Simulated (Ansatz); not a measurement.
**CCSDTQ/STO-3G run of SnTe (SMILES [Sn][Te])**

What is the electronic atomisation energy of SnTe at CCSDTQ/STO-3G? 

Program for the calculation: Ansatz 0.2.0.

48 further runs of the same task are left out: 11 that didn't finish, 37 set aside as unsound or not needed.

## (1) The system as given

SnTe: 2 atoms, total charge 0, spin state singlet. As SMILES, `[Sn][Te]`. Geometry: a GFN2-xTB relaxation, a rough one for these elements and not checked as a minimum.

Bond lengths: Sn1–Te2 2.537 Å.

## (2) A single-point energy at CCSDTQ/STO-3G

File job.yaml:

```yaml
crystal:
  periodic: [false, false, false]
  atoms:
    - {symbol: Sn, position_ang: [0.000000, 0.000000, 0.000000]}
    - {symbol: Te, position_ang: [0.000000, 0.000000, 2.536770]}
basis:
  gaussian: {orbitals: STO-3G}
correlation: {method: ccsdtq, frozen_orbitals: {Sn: 18, Te: 18}}
accuracy: high
scf: {omitted_lower_state_checks: [cluster_reference, increment]}
```

The run is started by

```
$ ansatz run job.yaml --threads 1 --pin off --max-ram 2610MiB --events-out events.jsonl --progress --plain --runs-dir runs
```

The log of the run (excerpt; [...] marks lines left out):

```text
Warning: RAYON_NUM_THREADS=1 ignored (pool sized by the plan → 1); use --threads N
Functional definition: HF
  name "HF"
[...]
827 factors; integrals over basis functions are off by at most 4.7e-9 eV
[...]
mean field -340426.82147358 eV, -12510.4549395669 hartree, gradient 1.7e-8 eV, S^2 0.000000; 0 other end points of the search recorded, 0 dependent functions left out
36 core orbitals not correlated: weight in the atoms' cores, before any rotation towards them, 1.000 or more for the frozen orbitals, at most 0.000 for the correlated occupied ones
reference -340426.82147358 eV, -12510.4549395669 hartree; 15, 15 occupied and 3, 3 virtual orbitals, 827 factors
second order -1.60962655 eV of doubles, -0.00000000 eV of singles
cycle   1  -1.56042791 eV  change    4.9e-2 eV  update   1.7e-1
[...]
cycle  24  -2.02943754 eV  change   -3.2e-9 eV  update   2.4e-9
Total energy: -340428.85091113 eV, -12510.5295200210 hartree
Checks for a lower state left out: cluster_reference, increment
```

Run time: 20 s. Hardware: 1 thread of AMD EPYC 9R45 (Zen 5), shared host; peak memory 0.48 GiB.

## (3) The Sn atom

File molecule.yaml:

```yaml
crystal:
  periodic: [false, false, false]
  atoms:
    - symbol: Sn
      position_ang: [0.000000, 0.000000, 0.000000]
basis:
  gaussian: {orbitals: STO-3G}
magnetization: {spin_polarized: true, initial_magnetization: 2}
correlation: {method: ccsdtq, frozen_orbitals: {Sn: 18}}
accuracy: high
scf: {omitted_lower_state_checks: [cluster_reference, increment]}
```

Run the same way, it converges to -5963.21986 Eh (log not shown).

## (4) The Te atom, same level

File job.yaml:

```yaml
crystal:
  periodic: [false, false, false]
  atoms:
    - {symbol: Te, position_ang: [0.000000, 0.000000, 0.000000]}
basis:
  gaussian:
    orbitals: STO-3G
total_charge: 0
magnetization:
  spin_polarized: true
  initial_magnetization: 2
correlation:
  method: ccsdtq
  frozen_orbitals: {Te: 18}
accuracy: high
scf:
  omitted_lower_state_checks: [cluster_reference, increment]
```

Run the same way, it converges to -6547.12236 Eh (log not shown).

## (5) Results

Level: CCSDTQ/STO-3G, 36 core orbitals frozen.

```
                                              quantity            value
                                molecule: total energy  -12510.52952 Eh
molecule: correlation energy (36 core orbitals frozen)        -74.6 mEh
                               molecule: T1 diagnostic            0.020
                                 Sn atom: total energy   -5963.21986 Eh
 Sn atom: correlation energy (18 core orbitals frozen)        -13.7 mEh
            Sn atom: ⟨S²⟩ of the reference determinant            2.000
                                Sn atom: T1 diagnostic            0.000
                                 Te atom: total energy   -6547.12236 Eh
 Te atom: correlation energy (18 core orbitals frozen)          0.0 mEh
            Te atom: ⟨S²⟩ of the reference determinant            2.000
                                Te atom: T1 diagnostic            0.000
                         electronic atomisation energy         5.097 eV
```

Taking the molecule apart into free atoms costs 5.10 eV (492 kJ/mol), before zero-point energy and without spin-orbit coupling. In a minimal basis such a difference can be off by several eV, whatever the method. Relativity is left out (molecule) although the molecule holds a heavy atom. Relativity is left out (Sn atom) although the molecule holds a heavy atom. Relativity is left out (Te atom) although the molecule holds a heavy atom.
